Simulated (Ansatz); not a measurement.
# AlH₇O₂Si₂: how energies converge with the basis set

Aim: see how fast density functionals converge with the basis set for AlH₇O₂Si₂.

The runs use Ansatz 0.2.0, Gaussian basis; one geometry, several basis sets.

Plan: PBE0-D4/def2-SVP; ωB97M-V/def2-SVP; PBE0-D4/def2-QZVPP; ωB97M-V/def2-QZVPP; the functionals' def2-TZVPP values are taken from earlier runs.

**1. The geometry**

All runs share one geometry, relaxed beforehand with PBE0-D4 in a triple-zeta def2 set.

SMILES `O[SiH]([SiH3])[O][AlH2]`, 12 atoms, charge 0, spin multiplicity 1.

Atoms are counted from 1 here; the program's logs count them from 0.

Bond lengths: O1–Si2 1.646 Å, O1–H6 0.959 Å, Si2–Si3 2.342 Å, Si2–O4 1.624 Å, Si2–H7 1.492 Å, Si3–H8 1.489 Å, Si3–H9 1.488 Å, Si3–H10 1.490 Å, O4–Al5 1.685 Å, Al5–H11 1.579 Å, Al5–H12 1.579 Å. Angles: Si2–O1–H6 117.8°, O1–Si2–Si3 105.4°, O1–Si2–O4 111.7°, O1–Si2–H7 109.5°, Si3–Si2–O4 110.6°, Si3–Si2–H7 112.8°, O4–Si2–H7 106.9°, Si2–Si3–H8 110.3°, Si2–Si3–H9 111.5°, Si2–Si3–H10 109.7°, H8–Si3–H9 108.8°, H8–Si3–H10 108.1°, H9–Si3–H10 108.4°, Si2–O4–Al5 169.3°, O4–Al5–H11 118.2°, O4–Al5–H12 117.6°, H11–Al5–H12 124.3°.

Coordinates:

```xyz
12

O    -2.0242   -0.1551    0.8767
Si   -0.4228    0.2208    0.8159
Si    0.6959   -1.8358    0.7500
O    -0.0647    1.1096   -0.4955
Al    0.4316    1.7642   -1.9664
H    -2.6417    0.5504    1.0768
H    -0.0584    1.0398    2.0085
H     0.3037   -2.5986   -0.4675
H     0.3913   -2.6603    1.9507
H     2.1668   -1.6061    0.6997
H     1.7681    1.2229   -2.6100
H    -0.4687    2.8932   -2.6048
```

**2. PBE0-D4 in def2-SVP**

The input, in.yaml:

```yaml
crystal:
  periodic: [false, false, false]
  atoms:
    - {symbol: O, position_ang: [-2.024209, -0.155121, 0.876687]}
    - {symbol: Si, position_ang: [-0.422794, 0.220759, 0.815900]}
    - {symbol: Si, position_ang: [0.695902, -1.835844, 0.749992]}
    - {symbol: O, position_ang: [-0.064680, 1.109557, -0.495504]}
    - {symbol: Al, position_ang: [0.431557, 1.764189, -1.966387]}
    - {symbol: H, position_ang: [-2.641715, 0.550399, 1.076766]}
    - {symbol: H, position_ang: [-0.058358, 1.039850, 2.008474]}
    - {symbol: H, position_ang: [0.303694, -2.598613, -0.467453]}
    - {symbol: H, position_ang: [0.391280, -2.660342, 1.950656]}
    - {symbol: H, position_ang: [2.166838, -1.606142, 0.699716]}
    - {symbol: H, position_ang: [1.768136, 1.222916, -2.610045]}
    - {symbol: H, position_ang: [-0.468652, 2.893193, -2.604802]}
basis:
  gaussian: {orbitals: def2-SVP}
hamiltonian: {xc: pbe0, dispersion: d4}
output: {orbitals: {seedname: orbitals}}
```

The runs that follow: ωB97M-V in def2-SVP; PBE0-D4 in def2-QZVPP; ωB97M-V in def2-QZVPP.

Before running them: what should the planned runs give, taken together? Wanted: PBE0-D4: double and triple zeta above quadruple; ωB97M-V: double and triple zeta above quadruple.

The runs gave:

| quantity | value |
| --- | --- |
| PBE0-D4: double and triple zeta above quadruple | 14.35, 1.01 eV |
| ωB97M-V: double and triple zeta above quadruple | 14.44, 0.95 eV |

**Reading.** For PBE0-D4 the step from double to triple zeta gains 13.34 eV and the next only 1.01 eV. These are total energies; as a rule much of such shifts cancels in differences, which this series doesn't test.
